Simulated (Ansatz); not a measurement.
# SiHSe+ (quintet): wave-function methods side by side, cc-pVDZ

How much of the correlation energy of SiHSe+ (quintet) does each wave-function method recover here?

Program: Ansatz 0.2.0, Gaussian basis. Level of theory: cc-pVDZ, core rule «outside noble gas», up to 19 orbitals frozen. These are calculated values, not measurements.

To be run: UHF; CCSD(T) on ROHF; CCSD(T) on UHF; BCCD(T) on ROHF; CISD; CCSDT(Q) on ROHF; CCSDT(Q) on UHF; CASSCF and MRCISD+Q, 10 electrons in 9 orbitals; CASSCF and NEVPT2, 10 electrons in 9 orbitals.

28 further runs of the same task are left out: 14 that didn't finish, 14 set aside as unsound or not needed.

## Step 1: What is computed

The geometry is a PBE0/def2-TZVP stationary point (not a proven minimum) of the parent state, kept for this charge and spin. No spin-orbit coupling is included. The filled d shell of Se may be among the frozen orbitals whatever the setting's name suggests; the logs give the count.

3 atoms, charge 1, spin multiplicity 5.

Atoms are counted from 1 here; the program's logs count them from 0.

Bond lengths: Si1–Se2 2.313 Å, Si1–H3 1.497 Å. Angles: Se2–Si1–H3 117.0°.

## Step 2: UHF

Contents of in.yaml:

```yaml
crystal:
  periodic: [false, false, false]
  atoms:
    - {symbol: Si, position_ang: [0.000000, -0.102205, 1.681089]}
    - {symbol: Se, position_ang: [0.000000, 0.021114, -0.628981]}
    - {symbol: H, position_ang: [0.000000, 1.193815, 2.430780]}
basis:
  gaussian: {orbitals: cc-pVDZ}
total_charge: 1
magnetization: {spin_polarized: true, initial_magnetization: 4}
hamiltonian: {xc: hf}
output: {orbitals: {seedname: orbitals}}
```

Launch:

```
> ansatz run in.yaml --threads 1 --pin off --events-out ev --progress --plain --max-ram 2393MiB
```

The runs that follow: CCSD(T) on ROHF; CCSD(T) on UHF; BCCD(T) on ROHF; CISD; CCSDT(Q) on ROHF; CCSDT(Q) on UHF; CASSCF and MRCISD+Q, 10 electrons in 9 orbitals; CASSCF and NEVPT2, 10 electrons in 9 orbitals.

Before running them: what should the planned runs give, taken together? Wanted: UCCSDT(Q) below the RHF energy; RMP2 from UCCSDT(Q); UMP2 from UCCSDT(Q); RCCSD from UCCSDT(Q); RCCSD(T) from UCCSDT(Q); UCCSD(T) from UCCSDT(Q); RCCSDT(Q) from UCCSDT(Q); NEVPT2 valence from UCCSDT(Q); MRCISD+Q valence from UCCSDT(Q).

As calculated:

| quantity | value |
| --- | --- |
| UCCSDT(Q) below the RHF energy | -4.5382 eV |
| RMP2 from UCCSDT(Q) | +988.1 meV |
| UMP2 from UCCSDT(Q) | +1000.9 meV |
| RCCSD from UCCSDT(Q) | +144.7 meV |
| RCCSD(T) from UCCSDT(Q) | +42.0 meV |
| UCCSD(T) from UCCSDT(Q) | +32.5 meV |
| RCCSDT(Q) from UCCSDT(Q) | +9.5 meV |
| NEVPT2 valence from UCCSDT(Q) | +956.8 meV |
| MRCISD+Q valence from UCCSDT(Q) | +35.4 meV |
| levels within 1 kcal/mol (43 meV) | RCCSD(T), UCCSD(T), BCCD(T), RCCSDT, UCCSDT, RCCSDT(Q), MRCISD+Q valence |
| T1 diagnostic | 0.020 |
| effectively unpaired electrons | 4.01 |

**Reading.** RCCSD(T) misses by +42.0 meV, 0.9 % of the correlation energy. One determinant dominates. Of the multireference levels listed MRCISD+Q valence comes nearest in total energy (+35.4 meV), which doesn't show that its space is the better one. These misses are within one basis, not against nature; the frozen cores of restricted and unrestricted runs differ, which can shift their rows.
